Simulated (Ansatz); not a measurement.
# CCSD(T)/6-311+G(d,p) run of [AlF4]− (fluoroaluminate)

Aim: the vertical ionisation energy of [AlF4]− (fluoroaluminate) at CCSD(T)/6-311+G**, from 2 runs. 

The results are computed with Ansatz 0.2.0.

2 further runs of the same task are left out: 2 set aside as unsound or not needed.

## Step 1: The system as given

[AlF4]−: 5 atoms, total charge -1, spin state singlet. As SMILES, `[F][Al-]([F])([F])[F]`. Geometry: relaxed at PBE0-D4/def2-TZVPD.

Bond lengths: F1–Al2 1.689 Å, Al2–F3 1.689 Å, Al2–F4 1.689 Å, Al2–F5 1.689 Å. Angles: F1–Al2–F3 109.5°, F1–Al2–F4 109.5°, F1–Al2–F5 109.5°, F3–Al2–F4 109.5°, F3–Al2–F5 109.5°, F4–Al2–F5 109.5°.

## Step 2: The energy at CCSD(T)/6-311+G(d,p)

The input, input.yaml:

```yaml
basis:
  gaussian: {orbitals: 6-311+G_st__st_-spherical.json}
crystal:
  periodic: [false, false, false]
  atoms:
    - {symbol: F, position_ang: [-0.101500, -0.294000, 1.660000]}
    - {symbol: Al, position_ang: [-0.000000, 0.000000, 0.000000]}
    - {symbol: F, position_ang: [-1.343000, 0.895800, -0.496200]}
    - {symbol: F, position_ang: [0.034500, -1.469900, -0.831000]}
    - {symbol: F, position_ang: [1.409900, 0.868100, -0.332800]}
accuracy: high
scf: {omitted_lower_state_checks: [cluster_reference, increment]}
total_charge: -1
correlation: {method: ccsd_t, frozen_orbitals: {Al: 5, F: 1}}
magnetization: {spin_polarized: false, initial_magnetization: 0}
```

The basis set 6-311+G** is read from a file made from the Basis Set Exchange's data (not shown).

Command:

```sh
$ ansatz run input.yaml --threads 1 --pin off --max-ram 3480MiB --events-out events.jsonl --progress --plain --runs-dir runs
```

The program printed, shortened:

```text
Warning: RAYON_NUM_THREADS=1 ignored (pool sized by the plan → 1); use --threads N
Functional definition: HF
  name "HF"
[...]
2116 factors; integrals over basis functions are off by at most 2.5e-8 eV
[...]
mean field -17420.49930449 eV, -640.1915414015 hartree, gradient 4.3e-8 eV, S^2 0.000000; 0 other end points of the search recorded, 0 dependent functions left out
9 core orbitals not correlated: weight in the atoms' cores, before any rotation towards them, 1.000 or more for the frozen orbitals, at most 0.000 for the correlated occupied ones
reference -17420.49930449 eV, -640.1915414015 hartree; 16, 16 occupied and 93, 93 virtual orbitals, 2116 factors
second order -24.77047358 eV of doubles, -0.00000000 eV of singles
cycle   1  -24.01505843 eV  change    7.6e-1 eV  update   1.1e-1
[...]
cycle  19  -24.64396047 eV  change    1.1e-9 eV  update   1.5e-9
perturbative correction -0.54769064 eV, -0.0201272599 hartree
Total energy: -17445.69095560 eV, -641.1173175043 hartree
Checks for a lower state left out: cluster_reference, increment
```

It took 19 s on 1 thread of AMD EPYC 9R45 (Zen 5), shared host; peak memory 1.1 GiB.

## Step 3: Doublet neutral AlF4, same level

The input, input.yaml:

```yaml
basis:
  gaussian:
    orbitals: 6-311+G_st__st_-spherical.json
crystal:
  periodic: [false, false, false]
  atoms:
    - {symbol: F, position_ang: [-0.101500, -0.294000, 1.660000]}
    - {symbol: Al, position_ang: [-0.000000, 0.000000, 0.000000]}
    - {symbol: F, position_ang: [-1.343000, 0.895800, -0.496200]}
    - {symbol: F, position_ang: [0.034500, -1.469900, -0.831000]}
    - {symbol: F, position_ang: [1.409900, 0.868100, -0.332800]}
correlation:
  method: ccsd_t
  frozen_orbitals: {Al: 5, F: 1}
scf:
  omitted_lower_state_checks: [cluster_reference, increment]
accuracy: high
magnetization:
  spin_polarized: true
  initial_magnetization: 1
```

The basis set 6-311+G** is read from a file made from the Basis Set Exchange's data (not shown).

Command:

```sh
$ ansatz run input.yaml --threads 1 --pin off --max-ram 3480MiB --events-out events.jsonl --progress --plain --runs-dir runs
```

The program printed, shortened:

```text
Warning: RAYON_NUM_THREADS=1 ignored (pool sized by the plan → 1); use --threads N
[...]
9 core orbitals not correlated: weight in the atoms' cores, before any rotation towards them, 1.000 or more for the frozen orbitals, at most 0.000 for the correlated occupied ones
[...]
cycle  54  -23.56699827 eV  change    3.7e-8 eV  update   1.3e-6
[...]
cycle  90  -23.56699711 eV  change    2.0e-9 eV  update   3.4e-9
perturbative correction -0.64247261 eV, -0.0236104328 hartree
Total energy: -17436.81875130 eV, -640.7912700099 hartree
Checks for a lower state left out: cluster_reference, increment
```

It took 5.7 min on 1 thread of AMD EPYC 9R45 (Zen 5), shared host; peak memory 2.6 GiB.

## Step 4: Results

Level: CCSD(T)/6-311+G**, 9 core orbitals frozen.

```
                                                         quantity          value
                                    singlet [AlF4]−: total energy  -641.11732 Eh
     singlet [AlF4]−: correlation energy (9 core orbitals frozen)     -925.8 mEh
                                  singlet [AlF4]−: (T) correction     -20.13 mEh
                                   singlet [AlF4]−: T1 diagnostic          0.014
                               doublet neutral AlF4: total energy  -640.79127 Eh
doublet neutral AlF4: correlation energy (9 core orbitals frozen)     -889.7 mEh
                             doublet neutral AlF4: (T) correction     -23.61 mEh
          doublet neutral AlF4: ⟨S²⟩ of the reference determinant          0.753
                              doublet neutral AlF4: T1 diagnostic          0.067
              vertical detachment energy (to the doublet neutral)       8.872 eV
```

In words: Removing an electron at fixed nuclei costs 8.87 eV (856 kJ/mol). The triples (singlet [AlF4]−) make up 2.2 % of the correlation energy. The T1 diagnostic (doublet neutral AlF4) of 0.067 is above the customary mark for such species, so a single reference may not serve. The triples (doublet neutral AlF4) make up 2.7 % of the correlation energy.
